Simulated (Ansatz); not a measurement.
# C2H4BFO2: one species, many methods

Aim: compute C2H4BFO2 with functionals from several rungs and with coupled cluster. The yardstick is the atomisation energy at the CCSD(T) limit.

Program: Ansatz 0.2.0, Gaussian basis. Level of theory: functionals in def2-TZVPP, the program's frozen cores in correlated methods. These are calculated values, not measurements.

Plan: PBE-D4, r2SCAN-D4, PBE0-D4, B3LYP-D4, ωB97X-V, ωB97M-V, B2PLYP; CCSD(T)/def2-TZVPP; MP2/def2-QZVPP; extrapolation to the limit.

## Step 1: The geometry

All runs share one geometry, relaxed beforehand with PBE0-D4 in a triple-zeta def2 set.

SMILES `COC1OB1F`, 10 atoms, charge 0, spin multiplicity 1.

Atoms are counted from 1 here; the program's logs count them from 0.

Bond lengths: C1–O2 1.419 Å, C1–H7 1.088 Å, C1–H8 1.096 Å, C1–H9 1.093 Å, O2–C3 1.344 Å, C3–O4 1.574 Å, C3–B5 1.508 Å, C3–H10 1.091 Å, O4–B5 1.320 Å, B5–F6 1.307 Å. Angles: O2–C1–H7 107.0°, O2–C1–H8 110.6°, O2–C1–H9 110.6°, H7–C1–H8 109.5°, H7–C1–H9 109.7°, H8–C1–H9 109.4°, C1–O2–C3 114.4°, O2–C3–O4 114.9°, O2–C3–B5 121.5°, O2–C3–H10 114.7°, O4–C3–B5 50.7°, O4–C3–H10 107.6°, B5–C3–H10 123.7°, C3–O4–B5 62.0°, C3–B5–O4 67.3°, C3–B5–F6 154.9°, O4–B5–F6 137.8°.

## Step 2: PBE-D4 (GGA)

The input, in.yaml:

```yaml
crystal:
  periodic: [false, false, false]
  atoms:
    - {symbol: C, position_ang: [-0.539095, -1.508841, -0.143924]}
    - {symbol: O, position_ang: [-0.253851, -0.263728, -0.762087]}
    - {symbol: C, position_ang: [0.575014, 0.528067, -0.060318]}
    - {symbol: O, position_ang: [-0.125148, 1.413727, 1.036766]}
    - {symbol: B, position_ang: [0.386620, 2.023150, -0.016496]}
    - {symbol: F, position_ang: [0.484079, 3.242730, -0.477521]}
    - {symbol: H, position_ang: [-1.101152, -2.100269, -0.864420]}
    - {symbol: H, position_ang: [0.387957, -2.032508, 0.114592]}
    - {symbol: H, position_ang: [-1.137740, -1.361977, 0.758870]}
    - {symbol: H, position_ang: [1.406516, 0.008550, 0.417639]}
basis:
  gaussian: {orbitals: def2-TZVPP}
hamiltonian: {xc: pbe, dispersion: d4}
output: {forces: true, orbitals: {seedname: orbitals}}
```

Launch:

```console
$ ansatz run in.yaml --threads 4 --pin off --events-out ev --progress --plain --max-ram 10444MiB
```

Further steps of the session: r2SCAN-D4 (meta-GGA); PBE0-D4 (hybrid); B3LYP-D4 (hybrid); ωB97X-V (range-separated); ωB97M-V (range-separated); B2PLYP (double hybrid); CCSD(T) in def2-TZVPP; MP2 in def2-QZVPP.

Q: Predict the results of all the runs planned. Wanted: atomisation energy, CCSD(T)/CBS; farthest; mean size of error, hybrid; mean size of error, range-separated; gap, smallest and largest; T1 diagnostic; triples share of the correlation energy.

As calculated:

```
                               quantity                                 value
        atomisation energy, CCSD(T)/CBS                         4224.4 kJ/mol
 functionals within 21.1 kJ/mol (0.5 %)                     B3LYP-D4, ωB97X-V
                               farthest                PBE-D4 (+171.5 kJ/mol)
             mean size of error, hybrid                           20.6 kJ/mol
    mean size of error, range-separated                           22.7 kJ/mol
              gap, smallest and largest  6.11 eV (PBE-D4), 13.20 eV (ωB97X-V)
                          T1 diagnostic                                0.0145
triples share of the correlation energy                                 3.8 %
```

PBE-D4 is off by +171.5 kJ/mol. Double hybrids carry the basis error of their MP2 part in triple zeta, and no dispersion term here, so their miss is partly the set-up's. Misses under about 21.1 kJ/mol are within the doubt on the reference itself, which lacks core-valence correlation, relativity and higher excitations. Hartree-Fock recovers 71 % of the binding; the rest is correlation. The gap grows from 6.1 to 13.2 eV across the functionals, mostly with the share of exact exchange.
